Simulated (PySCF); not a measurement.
**CaI (SMILES [Ca][I]): levels of theory compared**

Wanted: a comparison of 6 runs (U-r2SCAN/STO-6G, U-wB97X-V/STO-6G, UB3LYP/STO-6G, NEVPT2(3,3)/STO-6G, UCISD/STO-6G, FCI/STO-6G) of CaI. 

The results are computed with PySCF 2.14.0.

2 further runs of the same task are left out: 2 set aside as unsound or not needed.

## 1. The structure to begin with

CaI has 2 atoms, charge 0, and is taken as a doublet. SMILES: `[Ca][I]`. Geometry: a GFN2-xTB relaxation, a rough one for these elements and not checked as a minimum.

Bond lengths: Ca1–I2 2.927 Å.

## 2. The energy at U-r2SCAN/STO-6G (run 1)

Contents of input.py:

```python
from pyscf import gto, dft

molecule = gto.M(
    atom='''
Ca     0.000000     0.000000     0.000000
I      0.000000     0.000000     5.531606
''',
    spin=1,
    verbose=3,
    max_memory=1860,
    unit='bohr',
    basis='sto-6g',
)

ks = dft.UKS(molecule, xc='r2scan')
ks.grids.level = 5
ks.conv_tol = 1e-10
ks.kernel()
if not ks.converged:
    ks = ks.newton().run(ks.mo_coeff, ks.mo_occ)

etot = ks.e_tot
print('Final energy', etot)
```

Run with:

```bash
$ OMP_NUM_THREADS=1 python input.py
```

The log of the run:

```text
WARN: HOMO -0.220929628628604 >= LUMO -0.220929628628612

WARN: HOMO -0.0214376602824949 >= LUMO -0.0214376602824736

converged SCF energy = -7563.47215637901  <S^2> = 0.75404137  2S+1 = 2.0040373
Final energy -7563.472156379009
```

Run time: 8.1 s. Hardware: 1 thread of Intel Xeon Platinum 8488C (Sapphire Rapids), shared host; peak memory 0.27 GiB.

## 3. The energy at U-wB97X-V/STO-6G (run 2)

Contents of job.py:

```python
from pyscf import gto, dft

mol = gto.M(
    atom=[
    ('Ca', (0.000000, 0.000000, 0.000000)),
    ('I', (0.000000, 0.000000, 2.927200)),
],
    max_memory=1860,
    spin=1,
    verbose=4,
    basis='sto-6g',
    charge=0,
)

calc0 = dft.UKS(mol)
calc0.xc = 'wb97x-v'
calc0.nlcgrids.level = 1
calc0.conv_tol = 1e-10
calc0.grids.level = 5
calc0.kernel()
if not calc0.converged:
    calc0 = calc0.newton().run(calc0.mo_coeff, calc0.mo_occ)

energy = calc0.e_tot
print('Final energy', energy)
```

Run with:

```bash
$ OMP_NUM_THREADS=1 python job.py
```

The log of the run:

```text
PySCF version 2.14.0

[INPUT] num. atoms = 2
[INPUT] num. electrons = 73
[INPUT] charge = 0
[INPUT] spin (= nelec alpha-beta = 2S) = 1
[INPUT] symmetry False subgroup None
[INPUT] Mole.unit = angstrom
[INPUT] Symbol           X                Y                Z      unit          X                Y                Z       unit  Magmom
[INPUT]  1 Ca     0.000000000000   0.000000000000   0.000000000000 AA    0.000000000000   0.000000000000   0.000000000000 Bohr   0.0
[INPUT]  2 I      0.000000000000   0.000000000000   2.927200000000 AA    0.000000000000   0.000000000000   5.531606311827 Bohr   0.0

nuclear repulsion = 191.62607391883
number of shells = 18
number of NR pGTOs = 240
number of NR cGTOs = 40
basis = sto-6g
ecp = {}

[... 45 lines left out ...]
WARN: HOMO -0.26433924221039 >= LUMO -0.264339242210363
[... 42 lines left out ...]
converged SCF energy = -7562.92151380223  <S^2> = 0.75173063  2S+1 = 2.0017299
Final energy -7562.921513802229
```

Wall time 35 s (1 thread of Intel Xeon Platinum 8488C (Sapphire Rapids), shared host); peak memory 0.26 GiB.

Runs 3 to 5 aren't shown in full; the table further down has their settings and results.

## 4. A single-point energy at FCI/STO-6G (run 6)

Contents of geometry.xyz:

```xyz
2

Ca     0.000000     0.000000     0.000000
I      0.000000     0.000000     2.927200
```

Contents of run.py:

```python
# CaI
from pyscf import gto, scf, mcscf

mol = gto.M(
    atom='geometry.xyz',
    verbose=4,
    spin=1,
    max_memory=1860,
    basis='sto-6g',
)

calc0 = scf.ROHF(mol)
calc0.conv_tol = 1e-10
calc0.kernel()
if not calc0.converged:
    calc0 = calc0.newton().run(calc0.mo_coeff, calc0.mo_occ)

cas = mcscf.CASCI(calc0, calc0.mo_coeff.shape[-1] - 23, (mol.nelec[0] - 23, mol.nelec[1] - 23))  # full CI above the frozen core
cas.fix_spin_(ss=0.75)
cas.kernel()
energy = cas.e_tot
print('Final energy', energy)
```

Run with:

```bash
$ OMP_NUM_THREADS=1 python run.py
```

The log of the run:

```text
PySCF version 2.14.0

[INPUT] num. atoms = 2
[INPUT] num. electrons = 73
[INPUT] charge = 0
[INPUT] spin (= nelec alpha-beta = 2S) = 1
[INPUT] symmetry False subgroup None
[INPUT] Mole.unit = angstrom
[INPUT] Symbol           X                Y                Z      unit          X                Y                Z       unit  Magmom
[INPUT]  1 Ca     0.000000000000   0.000000000000   0.000000000000 AA    0.000000000000   0.000000000000   0.000000000000 Bohr   0.0
[INPUT]  2 I      0.000000000000   0.000000000000   2.927200000000 AA    0.000000000000   0.000000000000   5.531606311827 Bohr   0.0

nuclear repulsion = 191.62607391883
number of shells = 18
number of NR pGTOs = 240
number of NR cGTOs = 40
basis = sto-6g
ecp = {}

******** <class 'pyscf.scf.rohf.ROHF'> ********
method = ROHF
initial guess = minao
damping factor = 0
level_shift factor = 0
DIIS = <class 'pyscf.scf.diis.CDIIS'>
diis_start_cycle = 1
diis_space = 8
diis_damp = 0
SCF conv_tol = 1e-10
SCF conv_tol_grad = None
SCF max_cycles = 50
direct_scf = True
direct_scf_tol = 1e-13
num. doubly occ = 36  num. singly occ = 1
Set gradient conv threshold to 1e-05
init E= -7540.75917096851
  HOMO = -0.233489704263332  LUMO = 0.0389879671356519  gap/eV = 7.41450
cycle= 1 E= -7560.18775432869  delta_E= -19.4  |g|= 0.189  |ddm|= 1.54
  HOMO = -0.0693157811893313  LUMO = 0.158317340056444  gap/eV = 6.19421
cycle= 2 E= -7560.25258452986  delta_E= -0.0648  |g|= 0.0383  |ddm|= 1.02
  HOMO = -0.0382300645461029  LUMO = 0.187061687248281  gap/eV = 6.13050
cycle= 3 E= -7560.25711397623  delta_E= -0.00453  |g|= 0.0135  |ddm|= 0.225
  HOMO = -0.0396429502973432  LUMO = 0.185541077742488  gap/eV = 6.12757
cycle= 4 E= -7560.25762513346  delta_E= -0.000511  |g|= 0.00136  |ddm|= 0.104
  HOMO = -0.0385994381099372  LUMO = 0.185412833848151  gap/eV = 6.09568
cycle= 5 E= -7560.25762719649  delta_E= -2.06e-06  |g|= 0.000244  |ddm|= 0.00447
  HOMO = -0.0387030380594818  LUMO = 0.185395046870405  gap/eV = 6.09802
cycle= 6 E= -7560.2576273997  delta_E= -2.03e-07  |g|= 2.56e-05  |ddm|= 0.00227
  HOMO = -0.0386921594701808  LUMO = 0.185399102688696  gap/eV = 6.09783
cycle= 7 E= -7560.25762740125  delta_E= -1.55e-09  |g|= 4.15e-06  |ddm|= 0.000144
  HOMO = -0.0386897657352133  LUMO = 0.185399334489246  gap/eV = 6.09778
cycle= 8 E= -7560.25762740127  delta_E= -2.09e-11  |g|= 9.95e-07  |ddm|= 1.5e-05
  HOMO = -0.0386901179832195  LUMO = 0.185399407352903  gap/eV = 6.09779
Extra cycle  E= -7560.25762740126  delta_E= 4.55e-12  |g|= 4.49e-07  |ddm|= 3.56e-06
converged SCF energy = -7560.25762740126

******** <class 'pyscf.mcscf.casci.CASCI'> ********
CAS (14e+13e, 17o), ncore = 23, nvir = 0
natorb = False
canonicalization = True
sorting_mo_energy = False
******** <class 'pyscf.fci.addons.SpinPenaltyFCISolver'> ********
max. cycles = 200
conv_tol = 1e-08
davidson only = True
linear dependence = 1e-12
level shift = 0.001
max iter space = 12
nroots = 1
pspace_size = 400
spin = None
Density matrix diagonal elements [1.99981805 1.99999522 1.9999984  1.9999984  1.99999987 1.99999987
 1.99873461 1.99873461 1.99909626 1.99798909 1.97436883 1.99235431
 1.99235431 1.00132654 0.01460739 0.01460739 0.01601685]
CASCI converged
CASCI E = -7560.27416419017  E(CI) = -177.753848984316  S^2 = 0.7500000
Final energy -7560.274164190175
```

Run time: 36 s. Hardware: 1 thread of Intel Xeon Platinum 8488C (Sapphire Rapids), shared host; peak memory 0.46 GiB.

## 5. The series

```csv
run,level,nlc grid,integration grid,energy (Eh),dipole moment (D) of the reference,HOMO energy (eV),LUMO energy (eV),wall time
1,U-r2SCAN/STO-6G,–,5,-7563.472156,4.52,-2.57,-0.69,8.1 s
2,U-wB97X-V/STO-6G,1,5,-7562.921514,5.10,-5.00,1.11,35 s
3,UB3LYP/STO-6G,–,5,-7563.310863,4.39,-2.98,-0.95,6.3 s
4,"NEVPT2(3,3)/STO-6G",–,–,-7560.270714,5.42,–,–,2.9 s
5,UCISD/STO-6G,–,–,-7560.273136,5.39,-4.90,2.74,2.5 s
6,FCI/STO-6G,–,–,-7560.274164,5.42,–,–,36 s
```

## 6. Outcome

```
                                           quantity           value
                                run 6: total energy  -7560.27416 Eh
        run 6: dipole moment (Hartree–Fock density)          5.42 D
run 6: correlation energy (23 core orbitals frozen)       -16.5 mEh
```

Against full CI in this basis: UCISD +1.0 mEh. Over runs 1, 2, 3 the dipole moment (its size) runs from 4.39 D (UB3LYP/STO-6G) to 5.10 D (U-wB97X-V/STO-6G). Totals of different functionals can't be ranked against each other. In runs 1, 2, 3, 4, 5, 6 the basis is minimal, so the values are rough. In runs 1, 2, 3, 4, 5, 6 relativity is left out where basis or elements ask for it. All runs together took 91 s, the longest 36 s.
